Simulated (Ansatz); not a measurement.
**CH6BNOS: one species, many methods**

Aim: compute CH6BNOS with functionals from several rungs and with coupled cluster. The yardstick is the atomisation energy at the CCSD(T) limit.

Method: functionals in def2-TZVPP, the program's frozen cores in correlated methods; program: Ansatz 0.2.0, Gaussian basis.

Levels to be run: LDA (SPW92), PBE-D4, revPBE-D4, BLYP-D4, r2SCAN-D4, B97M-V, PBE0-D4, B3LYP-D4, r2SCANh-D4, r2SCAN0-D4, HSE06-D4, BHLYP-D4, CAM-B3LYP-D4, LC-ωPBE, ωB97X-V, ωB97M-V, B2PLYP, PBE-QIDH; CCSD(T)/def2-SVP; CCSD(T)/def2-TZVPP; MP2/def2-QZVPP; extrapolation to the limit; RPA on PBE.

## 1. The geometry

The geometry comes from an earlier relaxation with PBE0-D4 in a triple-zeta def2 set; it is a stationary point, not always the lowest conformer.

11 atoms, charge 0, spin multiplicity 1.

Atoms are counted from 1 here; the program's logs count them from 0.

Bond lengths: B1–C2 1.586 Å, B1–S5 1.908 Å, B1–H6 1.214 Å, B1–H7 1.216 Å, C2–N3 1.301 Å, C2–O4 1.315 Å, N3–H8 1.019 Å, N3–H9 1.008 Å, O4–H10 0.967 Å, S5–H11 1.342 Å. Angles: C2–B1–S5 111.1°, C2–B1–H6 107.1°, C2–B1–H7 104.5°, S5–B1–H6 114.6°, S5–B1–H7 109.1°, H6–B1–H7 109.9°, B1–C2–N3 123.4°, B1–C2–O4 121.6°, N3–C2–O4 115.0°, C2–N3–H8 114.6°, C2–N3–H9 123.0°, H8–N3–H9 122.3°, C2–O4–H10 107.3°, B1–S5–H11 98.3°.

Coordinates:

```xyz
11

B    -0.5973    0.7766   -0.3475
C     0.6269    0.0118    0.3092
N     0.5491   -1.2019    0.7708
O     1.8026    0.5853    0.4484
S    -2.1253   -0.3581   -0.4753
H    -0.2111    1.2267   -1.4072
H    -0.8387    1.6847    0.4251
H    -0.3652   -1.6383    0.6655
H     1.3217   -1.6706    1.2178
H     1.7387    1.4696    0.0624
H    -1.8361   -0.9429   -1.6485
```

## 2. LDA

This LDA is Slater exchange with PW92 correlation.

Contents of in.yaml:

```yaml
crystal:
  periodic: [false, false, false]
  atoms:
    - {symbol: B, position_ang: [-0.597261, 0.776639, -0.347457]}
    - {symbol: C, position_ang: [0.626881, 0.011824, 0.309195]}
    - {symbol: N, position_ang: [0.549086, -1.201861, 0.770808]}
    - {symbol: O, position_ang: [1.802583, 0.585263, 0.448425]}
    - {symbol: S, position_ang: [-2.125345, -0.358070, -0.475345]}
    - {symbol: H, position_ang: [-0.211083, 1.226698, -1.407170]}
    - {symbol: H, position_ang: [-0.838695, 1.684686, 0.425146]}
    - {symbol: H, position_ang: [-0.365202, -1.638306, 0.665503]}
    - {symbol: H, position_ang: [1.321658, -1.670551, 1.217765]}
    - {symbol: H, position_ang: [1.738658, 1.469553, 0.062380]}
    - {symbol: H, position_ang: [-1.836079, -0.942873, -1.648548]}
basis:
  gaussian: {orbitals: def2-TZVPP}
hamiltonian: {xc: lda}
output: {orbitals: {seedname: orbitals}}
```

The runs that follow: PBE-D4 (GGA); revPBE-D4 (GGA); BLYP-D4 (GGA); r2SCAN-D4 (meta-GGA); B97M-V (meta-GGA); PBE0-D4 (hybrid); B3LYP-D4 (hybrid); r2SCANh-D4 (hybrid); r2SCAN0-D4 (hybrid); HSE06-D4 (hybrid); BHLYP-D4 (hybrid); CAM-B3LYP-D4 (range-separated); LC-ωPBE (range-separated); ωB97X-V (range-separated); ωB97M-V (range-separated); B2PLYP (double hybrid); PBE-QIDH (double hybrid); CCSD(T) in def2-SVP; CCSD(T) in def2-TZVPP; MP2 in def2-QZVPP; RPA on PBE orbitals.

Q: Predict the results of all the runs planned. Wanted: atomisation energy, CCSD(T)/CBS; farthest beyond LDA; mean size of error, GGA; mean size of error, meta-GGA; mean size of error, hybrid; mean size of error, range-separated; mean size of error, double hybrid; gap, smallest and largest; T1 diagnostic.

As calculated:

| quantity | value |
| --- | --- |
| atomisation energy, CCSD(T)/CBS | 3983.7 kJ/mol |
| functionals within 19.9 kJ/mol (0.5 %) | r2SCANh-D4, LC-ωPBE, PBE-QIDH |
| farthest beyond LDA | PBE-D4 (+142.8 kJ/mol) |
| mean size of error, GGA | 70.1 kJ/mol |
| mean size of error, meta-GGA | 36.3 kJ/mol |
| mean size of error, hybrid | 47.3 kJ/mol |
| mean size of error, range-separated | 32.0 kJ/mol |
| mean size of error, double hybrid | 23.2 kJ/mol |
| gap, smallest and largest | 3.41 eV (LDA (SPW92)), 10.78 eV (LC-ωPBE) |
| T1 diagnostic | 0.0138 |
| triples share of the correlation energy | 4.1 % |

What this shows: LDA overbinds by 697.6 kJ/mol (18 %). PBE-D4 is off by +142.8 kJ/mol. Double hybrids carry the basis error of their MP2 part in triple zeta, and no dispersion term here, so their miss is partly the set-up's. Taken by rung, double hybrid functionals do best (23.2 kJ/mol on average) and GGA ones worst beyond LDA (70.1 kJ/mol). The gap between the best rungs is small, so their order is not settled. Misses under about 19.9 kJ/mol are within the doubt on the reference itself, which lacks core-valence correlation, relativity and higher excitations. Hartree-Fock recovers 70 % of the binding; the rest is correlation. CCSD(T) in def2-SVP is off by -226.4 kJ/mol, more than most functionals: a good method in a small basis is no reference. Orbital gaps span 3.4 to 10.8 eV; exact exchange widens them.
